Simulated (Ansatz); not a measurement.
# CH₅F₂NSi: a ladder of functionals and wavefunction methods

One table from this session's results is given with a row withheld; the runs are named, their logs left out.

The runs use Ansatz 0.2.0, Gaussian basis; functionals in def2-TZVPP, the program's frozen cores in correlated methods.

Plan: LDA (SPW92), PBE-D4, revPBE-D4, BLYP-D4, r2SCAN-D4, B97M-V, PBE0-D4, B3LYP-D4, r2SCANh-D4, r2SCAN0-D4, HSE06-D4, BHLYP-D4, CAM-B3LYP-D4, LC-ωPBE, ωB97X-V, ωB97M-V, B2PLYP, PBE-QIDH; CCSD(T)/def2-SVP; CCSD(T)/def2-TZVPP; MP2/def2-QZVPP; extrapolation to the limit; RPA on PBE.

## Structure used throughout

All runs share one geometry, relaxed beforehand with PBE0-D4 in a triple-zeta def2 set.

SMILES `NC(F)(F)[SiH3]`, 10 atoms, charge 0, spin multiplicity 1.

Atoms are counted from 1 here; the program's logs count them from 0.

Bond lengths: N1–C2 1.420 Å, N1–H6 1.012 Å, N1–H7 1.012 Å, C2–F3 1.367 Å, C2–F4 1.367 Å, C2–Si5 1.930 Å, Si5–H8 1.485 Å, Si5–H9 1.482 Å, Si5–H10 1.485 Å. Angles: C2–N1–H6 111.2°, C2–N1–H7 111.3°, H6–N1–H7 109.7°, N1–C2–F3 107.0°, N1–C2–F4 107.0°, N1–C2–Si5 118.2°, F3–C2–F4 107.4°, F3–C2–Si5 108.4°, F4–C2–Si5 108.4°, C2–Si5–H8 107.2°, C2–Si5–H9 111.3°, C2–Si5–H10 107.2°, H8–Si5–H9 110.7°, H8–Si5–H10 109.6°, H9–Si5–H10 110.7°.

Geometry (Å):

```
N    -0.5798    0.1655   -1.4929
C    -0.1599   -0.6309   -0.3949
F    -1.2206   -1.4178   -0.0439
F     0.8267   -1.4571   -0.8548
Si    0.4846    0.2658    1.1884
H    -1.3595    0.7578   -1.2390
H     0.1794    0.7330   -1.8460
H    -0.6122    1.1424    1.6729
H     0.8796   -0.7078    2.2341
H     1.6448    1.0979    0.7790
```

Set-up of the first run:

in.yaml

```yaml
crystal:
  periodic: [false, false, false]
  atoms:
    - {symbol: N, position_ang: [-0.579806, 0.165491, -1.492886]}
    - {symbol: C, position_ang: [-0.159906, -0.630906, -0.394883]}
    - {symbol: F, position_ang: [-1.220642, -1.417803, -0.043923]}
    - {symbol: F, position_ang: [0.826728, -1.457137, -0.854800]}
    - {symbol: Si, position_ang: [0.484586, 0.265799, 1.188364]}
    - {symbol: H, position_ang: [-1.359485, 0.757825, -1.238979]}
    - {symbol: H, position_ang: [0.179433, 0.733025, -1.846007]}
    - {symbol: H, position_ang: [-0.612181, 1.142430, 1.672886]}
    - {symbol: H, position_ang: [0.879565, -0.707763, 2.234132]}
    - {symbol: H, position_ang: [1.644806, 1.097940, 0.778996]}
basis:
  gaussian: {orbitals: def2-TZVPP}
hamiltonian: {xc: lda}
output: {orbitals: {seedname: orbitals}}
```

Steps of the session up to this table: LDA; PBE-D4 (GGA); revPBE-D4 (GGA); BLYP-D4 (GGA); r2SCAN-D4 (meta-GGA); B97M-V (meta-GGA); PBE0-D4 (hybrid); B3LYP-D4 (hybrid); r2SCANh-D4 (hybrid); r2SCAN0-D4 (hybrid); HSE06-D4 (hybrid); BHLYP-D4 (hybrid); CAM-B3LYP-D4 (range-separated); LC-ωPBE (range-separated); ωB97X-V (range-separated); ωB97M-V (range-separated); B2PLYP (double hybrid); PBE-QIDH (double hybrid).

One table of the session follows, with a row left open; its other results are not shown here.

It belongs to the step «Frontier levels by functional». 

```
  functional  HOMO (eV)  gap (eV)
 LDA (SPW92)      -6.48      5.63
      PBE-D4      -6.31      5.70
   revPBE-D4      -6.24      5.73
     BLYP-D4      -6.22      5.67
   r2SCAN-D4      -6.59      6.43
      B97M-V      -6.75      6.25
     PBE0-D4      -7.71      7.90
    B3LYP-D4      -7.51      7.43
  r2SCANh-D4          ?         ?
  r2SCAN0-D4      -7.91      8.39
    HSE06-D4      -7.31      7.12
    BHLYP-D4      -9.09      9.99
CAM-B3LYP-D4      -9.16     10.20
     LC-ωPBE     -10.48     12.74
     ωB97X-V     -10.13     12.24
     ωB97M-V     -10.02     11.77
```

Q: Estimate the row for r2SCANh-D4 from the others.

Worked estimate for «HOMO (eV)». Against the share of exact exchange, r2SCAN-D4 (0, -6.59), r2SCAN0-D4 (0.25, -7.91) give a slope of -5.28 per unit share; at 0.1 the line stands at -7.12.

The run gave: HOMO (eV): -7.12; gap (eV): 7.21. In «HOMO (eV)» the line misses by 0.00.
